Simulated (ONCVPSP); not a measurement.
# An ONCV potential for oxygen, from input to tests

Aim: build the potential from the settings below, then test how well it stands in for the atom: other configurations, scattering, ghost states and the plane-wave cutoff that it needs.

Method: ONCVPSP 4.0.1.1 (patched build), PBEsol, scalar-relativistic.

**1. Starting point**

Typed settings, in words:

```
element                 : oxygen (O, Z = 8)
type                    : optimised norm-conserving Vanderbilt (ONCV)
frozen core             : [He]
valence charge          : 6
reference configuration : 2s2 2p4
partial waves           : 2s: rc 0.75 bohr, ncon 4, nbas 7, qcut 9.3 1/bohr, local; 2p: rc 1.20 bohr, ncon 3, nbas 6, qcut 11.7 1/bohr, 1 projector; d scattering state at 0.32 Ha: rc 1.15 bohr, ncon 4, nbas 8, qcut 8.6 1/bohr, 2 projectors, debl 1.3 Ha
local potential         : the s channel
core correction         : Teter function fitted to the true core (icmod 2), fcfact 0.65
```

The nodes and maxima of the atom's own shells, from an earlier all-electron run, set the scale for the radii.

All-electron outer shells of the reference configuration (PBEsol, scalar-relativistic, ld1.x):

| shell | level (eV) | outermost node (bohr) | outermost maximum (bohr) |
| --- | --- | --- | --- |
| 1s | -512.77 | – | 0.13 |
| 2s | -23.81 | 0.28 | 0.87 |
| 2p | -8.97 | – | 0.82 |

**2. Generation**

O.dat reads:

```
# ATOM AND REFERENCE CONFIGURATION
# atsym  z   nc   nv     iexc    psfile
  O 8.00    1    2  -116133      upf
#
#   n    l    f
    1    0    2.00
    2    0    2.00
    2    1    4.00
#
# PSEUDOPOTENTIAL AND OPTIMIZATION
# lmax
    2
#
#   l,   rc,      ep,       ncon, nbas, qcut
    0    0.75    0.00    4    7    9.30
    1    1.20    0.00    3    6   11.70
    2    1.15    0.32    4    8    8.60
#
# LOCAL POTENTIAL
# lloc, lpopt,  rc(5),   dvloc0
    0    5    0.75    0.00
#
# VANDERBILT-KLEINMAN-BYLANDER PROJECTORs
# l, nproj, debl
    0    0    1.20
    1    1    0.70
    2    2    1.30
#
# MODEL CORE CHARGE
# icmod, fcfact, rcfact
    2    0.65    1.15
#
# LOG DERIVATIVE ANALYSIS
# epsh1, epsh2, depsh
   -2.00    5.00    0.02
#
# OUTPUT GRID
# rlmax, drl
    6.00    0.01
#
# TEST CONFIGURATIONS
# ncnf
    4
# nvcnf
#   n    l    f
    2
    2    0    2.00
    2    1    3.00
#
    2
    2    0    2.00
    2    1    2.00
#
    2
    2    0    2.00
    2    1    1.00
#
    2
    2    0    2.00
    2    1    0.00
#
```

Launch:

```sh
$ oncvpsp.x < O.dat > O.out
```

**Question.** What will these runs give? Wanted: cutoffs for 1 and 0.1 mHa per electron, occupied waves; bound ghosts; GHOST(+) flags; largest test error; largest phase difference near zero energy, channels read; rms error of d²Exc/dn², without and with the model core.

As calculated:

| quantity | value |
| --- | --- |
| cutoffs for 1 and 0.1 mHa per electron, occupied waves | 43 Ha and 94 Ha |
| bound ghosts | none found |
| GHOST(+) flags | none at low energy |
| largest test error (AE − PS) | +890 meV, for 2s2 2p0 |
| largest phase difference near zero energy, channels read | 0.001 rad |
| rms error of d²Exc/dn², without and with the model core | 1.82 and 1.46 mHa |

In words: The worst unpolarised test, 2s2 2p0, is off by 890 meV on 180.2 eV; by total energies transferability rates as poor. That test lies far up in energy; among those under 40 eV, nearer to bonding, the largest error is 3.0 meV. The potential is hard: the looser tolerance needs 43 Ha. It is free of bound ghosts as far as tested. Near zero energy the phases of the channels with partial waves agree within 0.001 rad. These are tests on the free atom; a crystal test is still owed.
